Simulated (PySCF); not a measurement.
**[Gd(OH)2]+: structure and properties**

Task: relax [Gd(OH)2]+, compute its harmonic modes and analyse its electrons. The species was built from a template and needn't be a known compound.

The runs use PySCF 2.14.0; PBE0, Gd lcecp-1-SVP with ECP53, O def2-SVP, H def2-SVP; scalar-relativistic core potentials, no spin–orbit coupling.

1 further run of the same task is left out (for a known fault of the program).

**1. Where the work starts**

5 atoms, charge 1, spin multiplicity 1.

Bond lengths: Gd1–O2 2.176 Å, Gd1–O4 2.176 Å, O2–H3 0.966 Å, O4–H5 0.966 Å. Angles: O2–Gd1–O4 131.8°, Gd1–O2–H3 158.7°, Gd1–O4–H5 158.7°.

Geometry (Å):

```xyz
5

Gd    0.0000    0.0000    0.0000
O     1.9860    0.0000    0.8888
H     2.9456   -0.0906    0.9478
O    -1.9860    0.0000    0.8888
H    -2.9456    0.0906    0.9478
```

Formal oxidation states: Gd +3. Each metal's 7 4f electrons lie in its core potential, so multiplicities, spins and levels count the valence alone.

**2. SCF at the start, singlet**

Input file run.py (the lines that set the calculation):

```python
mol = gto.M(atom='''
Gd     0.00000     0.00000     0.00000
O      1.98600     0.00000     0.88880
H      2.94560    -0.09060     0.94780
O     -1.98600     0.00000     0.88880
H     -2.94560     0.09060     0.94780''',
    basis={'Gd': 'lcecp-1-SVP', 'O': 'def2-SVP', 'H': 'def2-SVP'},
    ecp={'Gd': 'lcecp-1-SVP'},
    charge=1, spin=0)
mf = dft.RKS(mol, xc='PBE0')
mf.grids.atom_grid = (50, 194)  # f atoms: unpruned, at least (60, 302)
mf = mf.density_fit()  # fitting sets: Gd AutoAux, O def2-universal-JKFIT, H def2-universal-JKFIT
mf.conv_tol = 1e-08; mf.max_cycle = 55
mf.kernel(dm0)  # dm0: free metal ions and neutral atoms
```

Run with:

```bash
$ OMP_NUM_THREADS=2 python run.py
```

What it wrote:

```text
init E= -186.811248317053
  HOMO = -0.642616537168794  LUMO = -0.306188303348705  gap/eV = 9.15468
cycle= 1 E= -186.746648113022  delta_E= 0.0646  |g|= 1.32  |ddm|= 2.18
  HOMO = -0.31381954215914  LUMO = -0.264106610463287  gap/eV = 1.35276
cycle= 2 E= -177.952896798878  delta_E= 8.79  |g|= 5.01  |ddm|=  5.3
  HOMO = -0.446212169708067  LUMO = -0.218635468642027  gap/eV = 6.19268
cycle= 3 E= -187.076572737369  delta_E= -9.12  |g|= 0.333  |ddm|= 5.07
  HOMO = -0.470007642738171  LUMO = -0.294828166606542  gap/eV = 4.76688
cycle= 4 E= -187.117820546318  delta_E= -0.0412  |g|= 0.0896  |ddm|= 0.646
  HOMO = -0.464851818820607  LUMO = -0.27970310659386  gap/eV = 5.03815
cycle= 5 E= -187.11976267401  delta_E= -0.00194  |g|= 0.0121  |ddm|= 0.103
  HOMO = -0.466647125106766  LUMO = -0.278490771744355  gap/eV = 5.12000
cycle= 6 E= -187.119793042586  delta_E= -3.04e-05  |g|= 0.00544  |ddm|= 0.014
  HOMO = -0.467054188876545  LUMO = -0.278461611782387  gap/eV = 5.13187
cycle= 7 E= -187.119799167914  delta_E= -6.13e-06  |g|= 0.00164  |ddm|= 0.00375
  HOMO = -0.467220065707699  LUMO = -0.278425694979113  gap/eV = 5.13736
cycle= 8 E= -187.119799765704  delta_E= -5.98e-07  |g|= 0.000283  |ddm|= 0.00112
  HOMO = -0.467237168981101  LUMO = -0.278410507325844  gap/eV = 5.13824
cycle= 9 E= -187.119799785816  delta_E= -2.01e-08  |g|= 2.56e-05  |ddm|= 0.000266
  HOMO = -0.4672405258485  LUMO = -0.278410674543991  gap/eV = 5.13832
cycle= 10 E= -187.119799785973  delta_E= -1.56e-10  |g|= 3.58e-06  |ddm|= 2.77e-05
  HOMO = -0.467239605461531  LUMO = -0.278411045459993  gap/eV = 5.13829
Extra cycle  E= -187.119799785965  delta_E= 7.5e-12  |g|= 7.33e-06  |ddm|= 8.16e-06
converged SCF energy = -187.119799785965
```

Wall time 2.4 s (2 threads of Arm Neoverse V1, shared host); peak memory 0.39 GiB.

Read off: E = -187.119800 Eh, HOMO -12.71 eV, LUMO -7.58 eV, Mulliken charge on Gd1 +1.56 e. 

**3. Relaxation, singlet**

Steps are kept in the start's point group, C2.

Input file run.py (the lines that set the calculation):

```python
mol = gto.M(atom='''
Gd     0.00000     0.00000    -0.15809
O      1.98600     0.00000     0.73071
H      2.94560    -0.09060     0.78971
O     -1.98600     0.00000     0.73071
H     -2.94560     0.09060     0.78971''',
    basis={'Gd': 'lcecp-1-SVP', 'O': 'def2-SVP', 'H': 'def2-SVP'},
    ecp={'Gd': 'lcecp-1-SVP'},
    charge=1, spin=0)
mf = dft.RKS(mol, xc='PBE0')
mf.grids.atom_grid = (50, 194)  # f atoms: unpruned, at least (60, 302)
mf = mf.density_fit()  # fitting sets: Gd AutoAux, O def2-universal-JKFIT, H def2-universal-JKFIT
mf.conv_tol = 1e-08; mf.max_cycle = 55
mf.kernel(dm0)  # dm0: an SCF of this state at this start
# quasi-Newton relaxation in Cartesian coordinates to a largest gradient under 0.00045 Eh/bohr, steps kept in the point group
```

Run with:

```bash
$ OMP_NUM_THREADS=2 python run.py
```

No log is kept here; the results follow.

Wall time 27 s (2 threads of Arm Neoverse V1, shared host).

Relaxation path:

```csv
step,energy from step 1 (eV),largest force component (eV/Å)
1,0.0000,2.8856
2,-0.5755,1.2952
3,-0.7580,1.2278
4,-0.8009,1.1186
5,-0.8139,1.6933
6,-0.9455,0.6377
7,-0.9862,0.4167
8,-1.0149,0.8275
9,-1.0550,0.2337
10,-1.0555,0.5560
11,-1.0657,0.0218
12,-1.0668,0.0337
13,-1.0673,0.0370
14,-1.0674,0.0192
```

Distances of close pairs at the start and the end, largest changes first:

```csv
bond,before (Å),after (Å),change (Å)
Gd1–O2,2.176,1.975,-0.201
Gd1–O4,2.176,1.975,-0.201
O2–H3,0.966,0.963,-0.003
O4–H5,0.966,0.963,-0.003
```

It ends in C2v at E = -187.159025 Eh.

```csv
atom,x (Å),y (Å),z (Å)
Gd1,0.0000,0.0000,-0.5931
O2,1.6353,-0.0340,0.5144
H3,2.2869,-0.0480,1.2235
O4,-1.6353,0.0340,0.5144
H5,-2.2869,0.0480,1.2235
```

**4. The relaxed geometry turned into its symmetry frame**

Input file run.py (the lines that set the calculation):

```python
mol = gto.M(atom='''
Gd     0.00000     0.00000    -0.20367
O      1.63526    -0.03395     0.90383
H      2.28692    -0.04748     1.61294
O     -1.63526     0.03395     0.90383
H     -2.28692     0.04748     1.61294''',
    basis={'Gd': 'lcecp-1-SVP', 'O': 'def2-SVP', 'H': 'def2-SVP'},
    ecp={'Gd': 'lcecp-1-SVP'},
    charge=1, spin=0)
mf = dft.RKS(mol, xc='PBE0')
mf.grids.atom_grid = (50, 194)  # f atoms: unpruned, at least (60, 302)
mf = mf.density_fit()  # fitting sets: Gd AutoAux, O def2-universal-JKFIT, H def2-universal-JKFIT
mf.conv_tol = 1e-08; mf.max_cycle = 55
mf.kernel(dm0)  # dm0: free metal ions and neutral atoms
```

Run with:

```bash
$ OMP_NUM_THREADS=2 python run.py
```

What it wrote:

```text
init E= -186.957151656348
  HOMO = -0.683627449409952  LUMO = -0.305253161044543  gap/eV = 10.29609
cycle= 1 E= -186.811555363647  delta_E= 0.146  |g|= 1.31  |ddm|= 2.32
  HOMO = -0.27274761861  LUMO = -0.268064993469274  gap/eV = 0.12742
cycle= 2 E= -182.222187093479  delta_E= 4.59  |g|= 4.21  |ddm|= 4.39
  HOMO = -0.494353636382878  LUMO = -0.219765249887519  gap/eV = 7.47193
cycle= 3 E= -187.12966274993  delta_E= -4.91  |g|= 0.286  |ddm|=  4.1
  HOMO = -0.500429068905018  LUMO = -0.270074671939692  gap/eV = 6.26826
cycle= 4 E= -187.157358263378  delta_E= -0.0277  |g|= 0.081  |ddm|= 0.536
  HOMO = -0.495828227348858  LUMO = -0.254953514705807  gap/eV = 6.55453
cycle= 5 E= -187.158996948015  delta_E= -0.00164  |g|= 0.0106  |ddm|= 0.0984
  HOMO = -0.497772103508491  LUMO = -0.254198423946089  gap/eV = 6.62798
cycle= 6 E= -187.159021803635  delta_E= -2.49e-05  |g|= 0.00397  |ddm|= 0.0135
  HOMO = -0.498029947472813  LUMO = -0.254145187685626  gap/eV = 6.63644
cycle= 7 E= -187.159025234034  delta_E= -3.43e-06  |g|= 0.000668  |ddm|= 0.00334
  HOMO = -0.49811877673664  LUMO = -0.254155803629409  gap/eV = 6.63857
cycle= 8 E= -187.159025329059  delta_E= -9.5e-08  |g|= 8.69e-05  |ddm|= 0.000455
  HOMO = -0.498124486045532  LUMO = -0.2541546973323  gap/eV = 6.63876
cycle= 9 E= -187.159025330841  delta_E= -1.78e-09  |g|= 1.1e-05  |ddm|= 7.33e-05
  HOMO = -0.498127393095657  LUMO = -0.254154301303636  gap/eV = 6.63885
Extra cycle  E= -187.159025330785  delta_E= 5.61e-11  |g|= 2.04e-05  |ddm|= 2.18e-05
converged SCF energy = -187.159025330785
```

It took 0.8 s on 2 threads of Arm Neoverse V1, shared host.

Read off: E = -187.159025 Eh, HOMO -13.55 eV, LUMO -6.92 eV, Mulliken charge on Gd1 +1.41 e. 

**5. Frequencies and infrared intensities**

Edit run.py (the lines that set the calculation) of step 4 so:

```diff
@@ -12,3 +12,4 @@
 mf = mf.density_fit()  # fitting sets: Gd AutoAux, O def2-universal-JKFIT, H def2-universal-JKFIT
-mf.conv_tol = 1e-08; mf.max_cycle = 55
-mf.kernel(dm0)  # dm0: free metal ions and neutral atoms
+mf.conv_tol = 1e-10; mf.max_cycle = 55
+mf.kernel(dm0)  # dm0: the density of the relaxed state
+# Hessian and dipole derivatives by central differences of gradients, 0.02 bohr
```

Run with:

```bash
$ OMP_NUM_THREADS=2 python run.py
```

No log is kept here; the results follow.

It took 24 s on 2 threads of Arm Neoverse V1, shared host.

Point group C2v; negative numbers are unstable modes, and those under 60 cm⁻¹ are near the numerical noise:

```csv
cm⁻¹,km/mol,symmetry
144,1.0,a1
452,213.1,b2
531,191.8,a1
557,0.0,a2
574,436.2,b1
684,182.1,b2
712,71.8,a1
3928,435.4,b2
3934,307.1,a1
```

**6. Charges, bond orders and levels**

Input file run.py (the lines that set the calculation):

```python
mol = gto.M(atom='''
Gd     0.00000     0.00000    -0.59310
O      1.63526    -0.03395     0.51440
H      2.28691    -0.04802     1.22351
O     -1.63526     0.03395     0.51440
H     -2.28691     0.04802     1.22351''',
    basis={'Gd': 'lcecp-1-SVP', 'O': 'def2-SVP', 'H': 'def2-SVP'},
    ecp={'Gd': 'lcecp-1-SVP'},
    charge=1, spin=0)
mf = dft.RKS(mol, xc='PBE0')
mf.grids.atom_grid = (75, 302)  # f atoms: unpruned, at least (60, 302)
mf = mf.density_fit()  # fitting sets: Gd AutoAux, O def2-universal-JKFIT, H def2-universal-JKFIT
mf.conv_tol = 1e-09; mf.max_cycle = 55
mf.kernel(dm0)  # dm0: the density of the relaxed state
```

Run with:

```bash
$ OMP_NUM_THREADS=2 python run.py
```

What it wrote:

```text
init E= -187.159029202597
  HOMO = -0.498126587528501  LUMO = -0.254153817697851  gap/eV = 6.63884
cycle= 1 E= -187.159029202629  delta_E= -3.25e-11  |g|= 2.35e-05  |ddm|= 5.39e-05
  HOMO = -0.498120021603125  LUMO = -0.254155571408372  gap/eV = 6.63861
Extra cycle  E= -187.159029202309  delta_E= 3.21e-10  |g|= 4.62e-05  |ddm|= 4.86e-05
converged SCF energy = -187.159029202309
```

It took 5.5 s on 2 threads of Arm Neoverse V1, shared host.

It gives: E = -187.159029 Eh, HOMO -13.55 eV, LUMO -6.92 eV, Mulliken charge on Gd1 +1.41 e, largest force component 0.022 eV/Å. 

Löwdin charges:

```csv
atom,value (e)
Gd1,1.19
O2,-0.22
H3,0.13
O4,-0.22
H5,0.13
```

Mulliken charges: Gd1 +1.41, O2 -0.44, H3 +0.24, O4 -0.44, H5 +0.24 e.

Contacts (the nearest donor of each ligand) and Mayer bond orders:

```csv
contact,distance (Å),bond order
Gd1–O2 (OH),1.975,1.29
Gd1–O4 (OH),1.975,1.29
```

Mulliken populations of Gd1 outside the core potential: s 2.11, p 6.16, d 1.24, f 0.09.

The fields below are evaluated on a grid from the run's orbitals.

Frontier orbitals at PBE0, with the share of their density that lies nearest to each atom:

```csv
orbital,energy (eV),lies on
HOMO,-13.55,"O2, O4 about 44 % each"
LUMO,-6.92,"Gd1 85 %; O2, O4 about 7 % each"
```

ELF in a plane through or near 5 of the atoms.

Ten even steps from '0' (0.00) to '9' (0.98):
```
0000000000000000000000000000
0000000000000000000000000000
0000000000000000000000000000
0000000000000000000000000000
0000000000000000000000000000
0000002310000000000132000000
0000148863110000113688410000
0000379986442002446899730000
0000369997763104677999630000
0000137875883003885787310000
0000014764763443674674100000
0000014788627887268874100000
0000014687237327427864100000
0000002442167448612442000000
0000000000168888510000000000
0000000000037777310000000000
0000000000002222000000000000
0000000000000000000000000000
0000000000000000000000000000
0000000000000000000000000000
```
The map spans 9.8 Å across and 7.5 Å up, centred on the molecule. Atoms in the plane (x, y in Å): Gd1 (0.0, -1.2), O2 (-1.6, -0.1), H3 (-2.3, 0.6), O4 (1.6, -0.1), H5 (2.3, 0.6).

log10 of the density (e/Å³) in the same plane.

Values, 10 rows by 14 columns:
```
-4.0 -4.0 -4.0 -4.0 -4.0 -4.0 -4.0 -4.0 -4.0 -4.0 -4.0 -4.0 -4.0 -4.0
-4.0 -4.0 -4.0 -4.0 -4.0 -4.0 -4.0 -4.0 -4.0 -4.0 -4.0 -4.0 -4.0 -4.0
-4.0 -4.0 -3.8 -3.0 -2.8 -3.1 -3.3 -3.3 -3.2 -2.9 -2.9 -3.5 -4.0 -4.0
-4.0 -4.0 -2.6 -1.5 -1.2 -1.5 -2.1 -2.3 -1.7 -1.3 -1.2 -2.1 -3.6 -4.0
-4.0 -3.7 -2.0 -0.5  0.2 -0.2 -1.0 -1.3 -0.5  0.1  0.0 -1.3 -3.1 -4.0
-4.0 -3.7 -2.1 -0.7  0.7  0.6 -0.2 -0.1  0.1  0.9 -0.1 -1.5 -3.2 -4.0
-4.0 -4.0 -2.6 -1.3 -0.5 -0.4  0.3  0.0 -0.1 -0.3 -0.9 -2.0 -3.5 -4.0
-4.0 -4.0 -3.5 -2.5 -1.8 -1.1  0.1  0.3 -0.5 -1.6 -2.2 -3.1 -4.0 -4.0
-4.0 -4.0 -3.9 -3.4 -2.7 -2.0 -1.2 -1.0 -1.6 -2.4 -3.2 -3.7 -4.0 -4.0
-4.0 -4.0 -4.0 -4.0 -3.6 -3.0 -2.6 -2.5 -2.8 -3.4 -3.9 -4.0 -4.0 -4.0
```
The map spans 9.8 Å across and 7.5 Å up, centred on the molecule. Atoms in the plane (x, y in Å): Gd1 (0.0, -1.2), O2 (-1.6, -0.1), H3 (-2.3, 0.6), O4 (1.6, -0.1), H5 (2.3, 0.6).

On the surface of density 0.002 e/bohr³ the electrostatic potential runs, from the 1st to the 99th percentile, from 3.35 V near O2 to 11.20 V near Gd1.

**7. Results**

```
                                              quantity                            value
                                 state and point group      singlet in the valence, C2v
                                                 modes  144 to 3934 cm⁻¹, none unstable
strongest infrared band (modes within 1.5 cm⁻¹ summed)            574 cm⁻¹ (436 km/mol)
                                     zero-point energy                         0.714 eV
                               ideal gas, 298 K, 1 bar   S = 313.1, Cp = 68.1 J/(mol K)
                                 metal–ligand contacts                           1.98 Å
                                       frontier levels    HOMO -13.55 eV, LUMO -6.92 eV
                       dipole about the centre of mass                           2.55 D
                                   mean polarisability                           4.3 Å³
```

All modes are real, so the structure is a minimum. The metal carries +1.19 e by Löwdin's partition against a formal +3, and bond orders to the nearest donors reach 1.29. Both measures hang on the basis. One start shape was tried, so another isomer may lie lower. These are double-zeta-type bases without diffuse functions. Spin–orbit coupling is left out.
